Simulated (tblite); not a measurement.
# C7H13Ga: the cost of one run

The runs use tblite 0.8.0 and PySCF 2.14.0, with density-fitted response routines of our own; the level of theory stands in each step. All values are computed, except where a source is named. Atoms are numbered from 0 throughout.

## (1) The molecule as given

21 atoms, charge 0, multiplicity 1; geometry from: force field or distance geometry start.

Bonds of the start (Å): C0–C1 1.51, C1–C2 1.49, C2–C3 1.49, C3–C4 1.48, C4–C5 1.50, C5–C6 1.52, C6–Ga7 2.03, C5–C0 1.50, Ga7–C2 2.15, C0–H8 1.13, C0–H9 1.10, C1–H10 1.12, C1–H11 1.12, C2–H12 1.08, C3–H13 1.13, C3–H14 1.11, C4–H15 1.11, C4–H16 1.13, C5–H17 1.10, C6–H18 1.10, C6–H19 1.11, Ga7–H20 1.60.

## (2) Relaxing the molecule with GFN2-xTB

Job settings and geometry (Å):

```
{"job": {"kind": "relax", "xc": "GFN2-xTB", "basis": "xTB"}, "charge": 0, "multiplicity": 1}
C      0.226800    -1.429000    -0.420400
C     -1.212900    -1.035200    -0.662200
C     -1.482900     0.427100    -0.616400
C     -1.053000     0.990200     0.688800
C      0.088900     0.334300     1.374100
C      0.973700    -0.557800     0.549200
C      1.895400     0.298800    -0.299200
Ga     0.398800     1.059400    -1.449000
H      0.280400    -2.503600    -0.076700
H      0.741600    -1.391200    -1.390600
H     -1.441900    -1.368000    -1.707200
H     -1.863500    -1.661600    -0.005500
H     -2.408600     0.785600    -1.039500
H     -1.910100     0.978100     1.421900
H     -0.836800     2.072700     0.558300
H     -0.252800    -0.167300     2.302700
H      0.766200     1.170100     1.732100
H      1.560300    -1.194300     1.220900
H      2.391200    -0.340600    -1.048600
H      2.622600     0.889600     0.295100
H      0.507600     2.660000    -1.428500
```

Command:

```console
> OMP_NUM_THREADS=1 python probes_run.py task.json out
```

This one command runs all jobs of the session in turn.

**Question.** How long does this first job take on 1 thread of Arm Neoverse N1, shared host, and how much memory does it need?

About 1.3 s, with a peak of 0.18 GiB.
